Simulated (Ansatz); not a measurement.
# BH9O3Si3: ionisation energy by level of theory

The task here is to estimate one member of a computed series from the others.

The runs use Ansatz 0.2.0, Gaussian basis; unrestricted cation, the program's frozen cores in correlated methods.

Levels to be run: UKS PBE-D4/def2-TZVPP; UKS r2SCAN-D4/def2-TZVPP; UKS PBE0-D4/def2-TZVPP; UKS B3LYP-D4/def2-TZVPP; UKS wB97X-V/def2-TZVPP; UKS wB97M-V/def2-TZVPP; UKS B2PLYP/def2-TZVPP; UHF-CCSD(T)/def2-TZVPP; UHF-MP2/def2-QZVPP; extrapolation to the limit; then −ε(HOMO) from the neutral's earlier runs with LDA (SPW92), PBE-D4, revPBE-D4, BLYP-D4, r2SCAN-D4, B97M-V, PBE0-D4, B3LYP-D4, r2SCANh-D4, r2SCAN0-D4, HSE06-D4, BHLYP-D4, CAM-B3LYP-D4, LC-ωPBE, ωB97X-V, ωB97M-V.

## The geometry

An earlier PBE0-D4 in a triple-zeta def2 set relaxation fixed the geometry.

SMILES `[SiH3]OB(O[SiH3])O[SiH3]`, 16 atoms, charge 0, spin multiplicity 1.

Atoms are counted from 1 here; the program's logs count them from 0.

Bond lengths: Si1–O2 1.655 Å, Si1–H8 1.484 Å, Si1–H9 1.481 Å, Si1–H10 1.484 Å, O2–B3 1.363 Å, B3–O4 1.363 Å, B3–O6 1.363 Å, O4–Si5 1.655 Å, Si5–H11 1.484 Å, Si5–H12 1.484 Å, Si5–H13 1.481 Å, O6–Si7 1.655 Å, Si7–H14 1.484 Å, Si7–H15 1.481 Å, Si7–H16 1.484 Å. Angles: O2–Si1–H8 110.4°, O2–Si1–H9 106.3°, O2–Si1–H10 110.4°, H8–Si1–H9 109.9°, H8–Si1–H10 109.8°, H9–Si1–H10 109.9°, Si1–O2–B3 129.1°, O2–B3–O4 120.0°, O2–B3–O6 120.0°, O4–B3–O6 120.0°, B3–O4–Si5 129.1°, O4–Si5–H11 110.4°, O4–Si5–H12 110.4°, O4–Si5–H13 106.3°, H11–Si5–H12 109.8°, H11–Si5–H13 109.9°, H12–Si5–H13 109.9°, B3–O6–Si7 129.1° and more.

Set-up of the first run:

in.yaml reads:

```yaml
crystal:
  periodic: [false, false, false]
  atoms:
    - {symbol: Si, position_ang: [1.329815, 0.522755, 2.325631]}
    - {symbol: O, position_ang: [0.025157, 0.273389, 1.337802]}
    - {symbol: B, position_ang: [-0.001828, -0.002420, 0.002813]}
    - {symbol: O, position_ang: [1.164566, -0.104322, -0.695820]}
    - {symbol: Si, position_ang: [1.394507, -0.426820, -2.303035]}
    - {symbol: O, position_ang: [-1.195154, -0.176094, -0.633403]}
    - {symbol: Si, position_ang: [-2.728475, -0.099912, -0.014292]}
    - {symbol: H, position_ang: [2.196942, -0.681176, 2.351876]}
    - {symbol: H, position_ang: [0.784358, 0.781508, 3.678360]}
    - {symbol: H, position_ang: [2.112770, 1.695452, 1.863238]}
    - {symbol: H, position_ang: [0.739701, 0.610100, -3.138511]}
    - {symbol: H, position_ang: [0.850769, -1.764476, -2.645252]}
    - {symbol: H, position_ang: [2.858705, -0.404918, -2.526683]}
    - {symbol: H, position_ang: [-2.912750, -1.127084, 1.040683]}
    - {symbol: H, position_ang: [-3.647699, -0.366930, -1.144819]}
    - {symbol: H, position_ang: [-2.994085, 1.248348, 0.545813]}
basis:
  gaussian: {orbitals: def2-TZVPP}
total_charge: 1
magnetization: {spin_polarized: true, initial_magnetization: 1}
hamiltonian: {xc: pbe, dispersion: d4}
```

Launch:

```sh
ansatz run in.yaml --threads 2 --pin off --events-out ev --progress --plain --max-ram 20480MiB --backend cuda --devices 0, --max-vram 18GiB
```

Steps of the session up to this table: Cation, UKS PBE-D4/def2-TZVPP; Cation, UKS r2SCAN-D4/def2-TZVPP; Cation, UKS PBE0-D4/def2-TZVPP; Cation, UKS B3LYP-D4/def2-TZVPP; Cation, UKS wB97X-V/def2-TZVPP; Cation, UKS wB97M-V/def2-TZVPP; Cation, UKS B2PLYP (frozen core)/def2-TZVPP; Cation, UHF-CCSD(T)/def2-TZVPP; Cation, UHF-MP2/def2-QZVPP.

One of the session's tables, all rows but one given; the rest of the session is left out.

For comparison, −ε(HOMO) of the neutral from earlier runs:

```
  functional  −ε(HOMO) (eV)
 LDA (SPW92)           7.67
      PBE-D4           7.58
   revPBE-D4           7.55
     BLYP-D4           7.50
   r2SCAN-D4           7.95
      B97M-V           8.09
     PBE0-D4           9.02
    B3LYP-D4           8.81
  r2SCANh-D4           8.48
  r2SCAN0-D4              ?
    HSE06-D4           8.62
    BHLYP-D4          10.41
CAM-B3LYP-D4          10.45
     LC-ωPBE          11.81
     ωB97X-V          11.48
     ωB97M-V          11.34
```

Q: Estimate the row for r2SCAN0-D4 from the others.

Worked estimate for «−ε(HOMO) (eV)». Against the share of exact exchange, r2SCAN-D4 (0, 7.95), r2SCANh-D4 (0.1, 8.48) give a slope of 5.30 per unit share; at 0.25 the line stands at 9.27.

As computed: −ε(HOMO) (eV): 9.28. In «−ε(HOMO) (eV)» the line misses by -0.01.
